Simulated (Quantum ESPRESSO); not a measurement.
**BIr: equation of state with PBE**

The system is BIr.

```
Ir B
1.0
     3.04211    0.00000    0.00000
    -1.52105    2.63454    0.00000
     0.00000    0.00000    2.70297
Ir B
1 1
Direct
  0.66667 0.33333 0.00000
  0.00000 0.00000 0.50000
```

The cell comes from a database or a generator and needn't be the stable form of this composition.

```yaml
Program: Quantum ESPRESSO 7.5
Task: equation of state
Functional: PBE
Potentials_or_basis: SSSP 1.3 efficiency PBE
Cutoff: 748 eV
Density_cutoff: 5987 eV
k_mesh: 10 × 10 × 10
Occupations: fermi-dirac, width 0.05 eV
Spin: no spin polarisation
```

| Property | Result |
| --- | --- |
| Equilibrium volume | 10.91 Å³/atom |
| Bulk modulus at fixed shape and positions | 312 GPa |
| Pressure derivative of the bulk modulus | 4.5 |

Energy against volume, from the lowest point:
| volume (Å³/atom) | energy (meV/atom) |
| --- | --- |
| 10.182 | 53.26 |
| 10.398 | 25.02 |
| 10.615 | 7.66 |
| 10.832 | 0.00 |
| 11.048 | 1.07 |
| 11.265 | 9.97 |
| 11.481 | 25.84 |

All runs of the series together: 2.8 min on 1 thread of Arm Neoverse V1, on a shared host.

Caveat: the cell was scaled at fixed shape and fractional positions, which overstates the stiffness of a crystal with free parameters, most of all of layers and chains. The run has no spin-orbit coupling, so splittings on Ir are missing.
